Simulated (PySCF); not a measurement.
# C3H3F2NSi: the cost of one run

Computed with PySCF 2.14.0, with density-fitted response routines of our own, on a single molecule in the gas phase. Atoms are numbered from 0 throughout.

## 1. The molecule as given

10 atoms, charge 0, multiplicity 1; geometry from: PBE0-D3(BJ)/def2-SVP.

Bonds of the start (Å): C0–C1 1.35, C1–C2 1.43, C2–N3 1.16, C1–Si4 1.87, Si4–F5 1.61, Si4–F6 1.61, C0–H7 1.09, C0–H8 1.09, Si4–H9 1.47.

## 2. Shielding tensors: PBE0/6-31G*

Job settings and geometry (Å):

```
{"job": {"kind": "nmr", "xc": "PBE0", "basis": "6-31G*", "pop": true}, "charge": 0, "multiplicity": 1}
C      0.495833     1.391051    -0.474523
C      0.467290     0.116751    -0.041500
C      1.665874    -0.629819     0.173964
N      2.604430    -1.282128     0.373128
Si    -1.168240    -0.715304     0.304816
F     -2.293458     0.415377     0.064366
F     -1.418827    -1.886581    -0.769532
H     -0.435132     1.944115    -0.624710
H      1.437401     1.905775    -0.687546
H     -1.304578    -1.279984     1.660493
```

Level: GIAO PBE0/6-31G* NMR shielding, non-relativistic, gas phase.

On the command line:

```sh
OMP_NUM_THREADS=1 python probes_run.py task.json out
```

One launch serves the whole session: the jobs run in the order shown.

**Question.** How long does this first job take on 1 thread of Arm Neoverse V1, shared host, and how much memory does it need?

About 8.8 s, with a peak of 0.59 GiB.
